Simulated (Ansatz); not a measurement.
# CH3BrOSi, SMILES O=C[SiH2]Br: an atomisation energy

Program: Ansatz 0.2.0, Python API.

Run as a notebook:

```python
from collections import Counter
from dataclasses import dataclass

import ansatz
```

```python
@dataclass(frozen=True)
class Options:
    basis: str = "cc-pVDZ"
    xc: str = "pbe"
```

```python
settings = Options()
```

```python
def single_point(molecule, charge=0, unpaired=0):
    calc = molecule.calculation().basis(gaussian=settings.basis).functional(settings.xc)
    if charge:
        calc = calc.charge(charge)
    if unpaired:
        calc = calc.spin("collinear", total=unpaired)
    return calc.run().report["free_energy_ev"]
```

```python
ch3brosi = (
    ansatz.Crystal.molecule()
    .atom("O", (-0.7149, 0.5411, -1.8889))
    .atom("C", (-0.5235, -0.2511, -1.0398))
    .atom("Si", (0.2637, 0.2881, 0.5397))
    .atom("Br", (0.6493, -1.4837, 1.8574))
    .atom("H", (-0.7557, -1.3243, -1.1657))
    .atom("H", (-0.5285, 1.2792, 1.3156))
    .atom("H", (1.6708, 0.8826, 0.336))
)
```

```python
# Hund ground states
unpaired = {"O": 2, "C": 2, "Si": 2, "Br": 1, "H": 1}
counts = Counter(site.symbol for site in ch3brosi.cartesian_sites)
atom_energy = {s: single_point(ansatz.Crystal.molecule().atom(s, (0, 0, 0)), 0, unpaired[s]) for s in counts}
whole = single_point(ch3brosi, 0, 0)
for s, e in atom_energy.items():
    print(f"{s:2s} x{counts[s]}  {e:14.5f} eV")
print(f"CH3BrOSi: {whole:.5f} eV")
split = sum(counts[s] * e for s, e in atom_energy.items()) - whole
print(f"atomisation energy (no zero-point term): {split:.3f} eV, {split / sum(counts.values()):.3f} eV an atom")
```

    O  x1     -2040.34830 eV
    C  x1     -1028.27851 eV
    Si x1     -7870.05275 eV
    Br x1    -70033.74717 eV
    H  x3       -13.56836 eV
    CH3BrOSi: -81038.10101 eV
    atomisation energy (no zero-point term): 24.969 eV, 3.567 eV an atom

24.969 eV from the electronic energies, without the zero-point term.

Reading the output:
- Total energies depend on the basis set; only differences at equal settings carry meaning.
- The geometry is a force-field or estimated start, not a minimum of this method, and the basis set is short of its limit. All parts are taken at fixed geometry, without zero-point energy.
- For Al to Cl the sets with a tight d function, cc-pV(X+d)Z, are usual.
- This functional overbinds, so such energies come out a few per cent too high (LDA far more).
- The spin-orbit lowering of heavy atoms is left out.
- Timing: 4.8 s on 1 thread of Arm Neoverse V1 (shared host), peak memory 0.19 GiB.
